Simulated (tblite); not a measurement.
# C6H13PS: the cost of one run

The runs use tblite 0.8.0 and PySCF 2.14.0, with density-fitted response routines of our own; the level of theory stands in each step. All values are computed, except where a source is named. Atoms are numbered from 0 throughout.

## Step 1: The starting structure

21 atoms, charge 0, multiplicity 1; geometry from: force field or distance geometry start.

Bonds of the start (Å): C0–C1 1.51, C1–C2 1.36, C2–P3 1.82, P3–C4 1.85, P3–C5 1.81, C5–S6 1.80, S6–C7 1.81, C0–H8 1.10, C0–H9 1.09, C0–H10 1.13, C1–H11 1.10, C2–H12 1.10, C4–H13 1.12, C4–H14 1.13, C4–H15 1.13, C5–H16 1.13, C5–H17 1.12, C7–H18 1.12, C7–H19 1.11, C7–H20 1.12.

## Step 2: Optimising the geometry with GFN2-xTB

The job: settings as JSON, then the geometry in Å.

```
{"job": {"kind": "relax", "xc": "GFN2-xTB", "basis": "xTB"}, "charge": 0, "multiplicity": 1}
C     -2.685400     1.404700     0.023600
C     -2.906800    -0.027700    -0.382500
C     -1.877900    -0.910400    -0.279200
P     -0.227000    -0.408600     0.307000
C      0.819400    -1.825400     0.865400
C      0.579400     0.843300    -0.723600
S      2.267800     0.349600    -1.105000
C      3.361500     0.308700     0.334400
H     -2.279000     1.990100    -0.810000
H     -2.077300     1.391500     0.933800
H     -3.682000     1.848600     0.309200
H     -3.898900    -0.357200    -0.736000
H     -2.127100    -1.937700    -0.581600
H      1.607700    -2.135700     0.131100
H      1.379200    -1.499700     1.786200
H      0.208900    -2.725400     1.174600
H      0.615100     1.811200    -0.144800
H      0.064300     1.014200    -1.707700
H      3.682500    -0.753900     0.485100
H      2.881900     0.706300     1.257400
H      4.284700     0.930400     0.171300
```

The run is started by

```sh
$ OMP_NUM_THREADS=1 python probes_run.py task.json out
```

This one command runs all jobs of the session in turn.

**Question.** How long does this first job take on 1 thread of Arm Neoverse V2, shared host?

About 1.5 s.
